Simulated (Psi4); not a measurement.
# doublet BBr2F+ at 4 levels

Aim: a comparison of 4 runs (U-r2SCAN/cc-pVDZ, U-revPBE/cc-pVDZ, UBLYP/cc-pVDZ, USVWN5/cc-pVDZ) of doublet BBr2F+. 

The results are computed with Psi4 1.11.

1 further run of the same task is left out (it didn't finish).

### 1 The molecule

The species is BBr2F+ (4 atoms), meant as a doublet with charge +1. As SMILES of the parent species, `FB(Br)Br`. The coordinates come from a PBE0-D4/def2-TZVP relaxation. That shape belongs to the parent species and isn't relaxed for this state.

Bond lengths: F1–B2 1.307 Å, B2–Br3 1.901 Å, B2–Br4 1.901 Å. Angles: F1–B2–Br3 119.1°, F1–B2–Br4 119.1°, Br3–B2–Br4 121.7°.

### 2 Energy and forces at U-r2SCAN/cc-pVDZ (run 1)

bbr2f_ase.py

```python
import numpy as np
from ase.calculators.psi4 import Psi4
from ase import Atoms

a = Atoms(['F', 'B', 'Br', 'Br'], positions=[
    [1.316550, 0.465960, 0.364370],
    [0.123960, 0.043770, 0.034160],
    [-0.483040, -1.629420, 0.701450],
    [-0.957470, 1.119690, -1.099980],
])
calc = Psi4(atoms=a, method='r2scan', basis='cc-pVDZ', memory='2200MB', num_threads=1, charge=1, multiplicity=2, label='calc', reference='uks')
calc.psi4.set_options({'puream': True, 'e_convergence': 1e-09, 'd_convergence': 1e-08, 'scf_type': 'pk', 'dft_radial_points': 99, 'dft_spherical_points': 590, 'maxiter': 100})
a.calc = calc

forces = a.get_forces()
print(f'energy: {a.get_potential_energy():.6f} eV')
print('forces / eV A^-1')
print(np.round(forces, 5))
```

Launch:

```
python bbr2f_ase.py
```

calc.dat:

```text
[...]
  Running in c1 symmetry.
[...]
  Nuclear repulsion =  430.663016420337158
[...]
  Multiplicity = 2
[...]
  Nalpha       = 42
  Nbeta        = 41
[...]
    Number of basis functions: 82
[...]
   @UKS iter   1: -5272.43854417638158   -2.21061e+00   9.38462e-03 DIIS/ADIIS
[...]
   @UKS iter  13: -5272.60472076622864   -1.27329e-11   5.54410e-09 DIIS
[...]
   @S^2 Observed:                7.527386172E-01
[...]
    Orbital Energies [Eh]
    ---------------------
    Alpha Occupied:
       1A   -482.556852     2A   -482.556851     3A    -62.631628
       4A    -62.631627     5A    -56.414920     6A    -56.414919
       7A    -56.413103     8A    -56.413102     9A    -56.411228
      10A    -56.411227    11A    -24.767579    12A     -8.946840
      13A     -8.946819    14A     -7.025740    15A     -6.750040
      16A     -6.750038    17A     -6.746164    18A     -6.746162
      19A     -6.738682    20A     -6.738681    21A     -2.846258
      22A     -2.846252    23A     -2.846165    24A     -2.846150
      25A     -2.840306    26A     -2.840302    27A     -2.837364
      28A     -2.837362    29A     -2.836300    30A     -2.836295
      31A     -1.433883    32A     -1.052760    33A     -1.027779
      34A     -0.761671    35A     -0.690438    36A     -0.690100
[...]
  @UKS Final Energy: -5272.60472076622864
   => Energetics <=
    Nuclear Repulsion Energy =            430.6630164203371578
    One-Electron Energy =               -8172.4685258897061431
    Two-Electron Energy =                2665.9433816436339839
    DFT Exchange-Correlation Energy =    -196.7425929404931537
    Empirical Dispersion Energy =           0.0000000000000000
    VV10 Nonlocal Energy =                  0.0000000000000000
    Total Energy =                      -5272.6047207662286382
[...]
 Multipole Moments:
 ------------------------------------------------------------------------------------
     Multipole            Electronic (a.u.)      Nuclear  (a.u.)        Total (a.u.)
 ------------------------------------------------------------------------------------
 L = 1.  Multiply by 2.5417464519 to convert [e a0] to [Debye]
 Dipole X            :         -2.2662646            2.0637667           -0.2024978
 Dipole Y            :         -0.8020985            0.7303475           -0.0717510
 Dipole Z            :         -0.6272487            0.5710683           -0.0561803
 Magnitude           :                                                    0.2220581
[...]
  -Total Gradient:
     Atom            X                  Y                   Z
    ------   -----------------  -----------------  -----------------
       1        0.003732551507     0.001328148494     0.001045254119
       2       -0.019721309316    -0.006999323907    -0.005479869123
       3        0.008312158558     0.000440609598     0.003740913977
       4        0.007493338275     0.005165732764     0.000643028356
[...]
```

Standard output:

```text
energy: -143474.882411 eV
forces / eV A^-1
[[-0.19194 -0.0683  -0.05375]
 [ 1.01411  0.35992  0.28179]
 [-0.42743 -0.02266 -0.19237]
 [-0.38532 -0.26563 -0.03307]]
```

Wall time 4.3 min (1 thread of AMD EPYC 7R43 (Zen 3), shared host); peak memory 1.6 GiB.

### 3 Energy and forces at U-revPBE/cc-pVDZ (run 2)

bbr2f.xyz

```xyz
4
BBr2F
F      1.316550     0.465960     0.364370
B      0.123960     0.043770     0.034160
Br    -0.483040    -1.629420     0.701450
Br    -0.957470     1.119690    -1.099980
```

calc.py

```python
import psi4

psi4.set_memory('2200 MB')
psi4.set_num_threads(1)
psi4.set_output_file('bbr2f.out', False)

with open('bbr2f.xyz') as f:
    atoms = ''.join(f.readlines()[2:])
geom = psi4.geometry('1 2\n' + atoms + 'symmetry c1')

psi4.set_options({
    'basis': 'cc-pVDZ',
    'reference': 'uks',
    'puream': True,
    'e_convergence': 1e-09,
    'd_convergence': 1e-08,
    'scf_type': 'pk',
    'dft_radial_points': 99,
    'dft_spherical_points': 590,
    'maxiter': 100,
})

E = psi4.gradient('revpbe')
print('gradient / Eh bohr^-1')
print(E.np.round(6))
```

Launch:

```
python calc.py
```

bbr2f.out, shortened:

```text
[...]
  Running in c1 symmetry.
[...]
  Nuclear repulsion =  430.663016420337158
[...]
  Multiplicity = 2
[...]
  Nalpha       = 42
  Nbeta        = 41
[...]
    Number of basis functions: 82
[...]
   @UKS iter   1: -5272.04113242587846   -2.14791e+00   9.51836e-03 DIIS/ADIIS
[...]
   @UKS iter  13: -5272.21734916753212   -2.72848e-12   2.21914e-09 DIIS
[...]
   @S^2 Observed:                7.515333466E-01
[...]
  @UKS Final Energy: -5272.21734916753212
   => Energetics <=
    Nuclear Repulsion Energy =            430.6630164203371578
    One-Electron Energy =               -8172.2759368047336466
    Two-Electron Energy =                2665.7232556476883474
    DFT Exchange-Correlation Energy =    -196.3276844308239504
    Empirical Dispersion Energy =           0.0000000000000000
    VV10 Nonlocal Energy =                  0.0000000000000000
    Total Energy =                      -5272.2173491675321202
[...]
 Multipole Moments:
 ------------------------------------------------------------------------------------
     Multipole            Electronic (a.u.)      Nuclear  (a.u.)        Total (a.u.)
 ------------------------------------------------------------------------------------
 L = 1.  Multiply by 2.5417464519 to convert [e a0] to [Debye]
 Dipole X            :         -2.2466659            2.0637667           -0.1828992
 Dipole Y            :         -0.7951533            0.7303475           -0.0648058
 Dipole Z            :         -0.6217980            0.5710683           -0.0507297
 Magnitude           :                                                    0.2005628
[...]
  -Total Gradient:
     Atom            X                  Y                   Z
    ------   -----------------  -----------------  -----------------
       1       -0.009614278721    -0.003396724341    -0.002650403283
       2       -0.011161780191    -0.003968045022    -0.003107344056
       3        0.009811474947     0.007062183508     0.000667488125
       4        0.010973918784     0.000305983720     0.005092990763
[...]
```

The script printed:

```text
gradient / Eh bohr^-1
[[-0.009614 -0.003397 -0.00265 ]
 [-0.011162 -0.003968 -0.003107]
 [ 0.009811  0.007062  0.000667]
 [ 0.010974  0.000306  0.005093]]
```

It took 3.2 min on 1 thread of AMD EPYC 7R43 (Zen 3), shared host; peak memory 0.93 GiB.

### 4 Energy and forces at UBLYP/cc-pVDZ (run 3)

job.py

```python
import psi4

psi4.set_memory(2200000000)
psi4.set_num_threads(1)
psi4.core.set_output_file('run.log', False)

mol = psi4.geometry("""
1 2
F      1.316550     0.465960     0.364370
B      0.123960     0.043770     0.034160
Br    -0.483040    -1.629420     0.701450
Br    -0.957470     1.119690    -1.099980
symmetry c1
""")

psi4.set_options({
    'reference': 'uks',
    'puream': True,
    'e_convergence': 1e-09,
    'd_convergence': 1e-08,
    'scf_type': 'pk',
    'dft_radial_points': 99,
    'dft_spherical_points': 590,
    'maxiter': 100,
})

e, wfn = psi4.gradient('blyp/cc-pVDZ', molecule=mol, return_wfn=True)
psi4.oeprop(wfn, 'MAYER_INDICES', 'LOWDIN_CHARGES', 'WIBERG_LOWDIN_INDICES', title='BLYP')
print('gradient / Eh bohr^-1')
print(e.np.round(6))
print(f'energy = {wfn.energy():.10f} Eh')
```

Launch:

```
python job.py
```

run.log, shortened:

```text
[...]
  Running in c1 symmetry.
[...]
  Nuclear repulsion =  430.663016420337158
[...]
  Multiplicity = 2
[...]
  Nalpha       = 42
  Nbeta        = 41
[...]
    Number of basis functions: 82
[...]
   @UKS iter   1: -5272.54581798763320   -2.13738e+00   9.78029e-03 DIIS/ADIIS
[...]
   @UKS iter  13: -5272.73562482084890   -5.45697e-12   2.45162e-09 DIIS
[...]
   @S^2 Observed:                7.511986231E-01
[...]
  @UKS Final Energy: -5272.73562482084890
   => Energetics <=
    Nuclear Repulsion Energy =            430.6630164203371578
    One-Electron Energy =               -8172.0944322893792560
    Two-Electron Energy =                2665.5344732340267910
    DFT Exchange-Correlation Energy =    -196.8386821858329370
    Empirical Dispersion Energy =           0.0000000000000000
    VV10 Nonlocal Energy =                  0.0000000000000000
    Total Energy =                      -5272.7356248208488978
[...]
 Multipole Moments:
 ------------------------------------------------------------------------------------
     Multipole            Electronic (a.u.)      Nuclear  (a.u.)        Total (a.u.)
 ------------------------------------------------------------------------------------
 L = 1.  Multiply by 2.5417464519 to convert [e a0] to [Debye]
 Dipole X            :         -2.2589987            2.0637667           -0.1952320
 Dipole Y            :         -0.7995188            0.7303475           -0.0691713
 Dipole Z            :         -0.6252088            0.5710683           -0.0541404
 Magnitude           :                                                    0.2140826
[...]
  -Total Gradient:
     Atom            X                  Y                   Z
    ------   -----------------  -----------------  -----------------
       1       -0.006417687822    -0.002265029076    -0.001765255288
       2       -0.017078402483    -0.006062051762    -0.004744685387
       3        0.010669511464     0.010447863608    -0.000860061762
       4        0.012834538950    -0.002117896198     0.007372312075
[...]
```

On the terminal:

```text
gradient / Eh bohr^-1
[[-0.006418 -0.002265 -0.001765]
 [-0.017078 -0.006062 -0.004745]
 [ 0.01067   0.010448 -0.00086 ]
 [ 0.012835 -0.002118  0.007372]]
energy = -5272.7356248208 Eh
```

It took 2.1 min on 1 thread of AMD EPYC 7R43 (Zen 3), shared host; peak memory 0.93 GiB.

### 5 Energy and gradient at USVWN5/cc-pVDZ (run 4)

job.dat

```
memory 2.2 GB

molecule {
  1 2
  F
  B 1 1.307499
  Br 2 1.900866 1 119.13251
  Br 2 1.900886 1 119.13227 3 179.97485
  units angstrom
  symmetry c1
}

set {
  basis                cc-pVDZ
  reference            uks
  puream               true
  e_convergence        1e-09
  d_convergence        1e-08
  scf_type             pk
  dft_radial_points    99
  dft_spherical_points 590
  maxiter              100
}

gradient('scf', dft_functional={"name": "SVWN5", "x_functionals": {"LDA_X": {}}, "c_functionals": {"LDA_C_VWN": {}}})
```

Launch:

```
psi4 -i job.dat -o job.out -n 1
```

job.out, shortened:

```text
[...]
  Running in c1 symmetry.
[...]
  Nuclear repulsion =  430.662989381578996
[...]
  Multiplicity = 2
[...]
  Nalpha       = 42
  Nbeta        = 41
[...]
    Number of basis functions: 82
[...]
   @UKS iter   1: -5264.51989157080516   -2.12264e+00   9.49609e-03 DIIS/ADIIS
[...]
   @UKS iter  13: -5264.69821360118112    0.00000e+00   1.48050e-09 DIIS
[...]
   @S^2 Observed:                7.508095086E-01
[...]
  @UKS Final Energy: -5264.69821360118112
   => Energetics <=
    Nuclear Repulsion Energy =            430.6629893815789956
    One-Electron Energy =               -8171.8712795150768216
    Two-Electron Energy =                2665.2706932371293078
    DFT Exchange-Correlation Energy =    -188.7606167048125769
    Empirical Dispersion Energy =           0.0000000000000000
    VV10 Nonlocal Energy =                  0.0000000000000000
    Total Energy =                      -5264.6982136011811235
[...]
 Multipole Moments:
 ------------------------------------------------------------------------------------
     Multipole            Electronic (a.u.)      Nuclear  (a.u.)        Total (a.u.)
 ------------------------------------------------------------------------------------
 L = 1.  Multiply by 2.5417464519 to convert [e a0] to [Debye]
 Dipole X            :          0.0003095           -0.0004002           -0.0000908
 Dipole Y            :          0.0000088           -0.0000116           -0.0000028
 Dipole Z            :          2.4730905           -2.2624454            0.2106451
 Magnitude           :                                                    0.2106452
[...]
  -Total Gradient:
     Atom            X                  Y                   Z
    ------   -----------------  -----------------  -----------------
       1        0.000011593599    -0.000000559971    -0.009727849989
       2       -0.000023894587    -0.000004461846     0.020274756987
       3        0.000004663468    -0.006950716935    -0.005277311639
       4        0.000007716633     0.006955738201    -0.005273994495
[...]
```

Wall time 2.3 min (1 thread of AMD EPYC 7R43 (Zen 3), shared host); peak memory 0.61 GiB.

### 6 All runs side by side

```
run             level               properties   energy (Eh)  HOMO energy (eV)  LUMO energy (eV)   ⟨S²⟩  wall time
  1  U-r2SCAN/cc-pVDZ                        –  -5272.604721            -14.49            -13.85  0.753    4.3 min
  2  U-revPBE/cc-pVDZ                        –  -5272.217349            -14.01            -13.60  0.752    3.2 min
  3     UBLYP/cc-pVDZ  (mayer, lowdin, wiberg)  -5272.735625            -13.84            -13.50  0.751    2.1 min
  4    USVWN5/cc-pVDZ                        –  -5264.698214            -14.21            -13.97  0.751    2.3 min
```

### 7 What came out

| quantity | value |
| --- | --- |
| run 4: total energy | -5264.69821 Eh |
| run 4: HOMO energy (highest over α and β) | -14.21 eV |
| run 4: LUMO energy (lowest over α and β) | -13.97 eV |
| run 4: ⟨S²⟩ | 0.751 |
| run 4: largest force on an atom | 1.043 eV/Å |

What this shows: Totals of different functionals can't be ranked against each other. All runs together took 12 min, the longest 4.3 min.
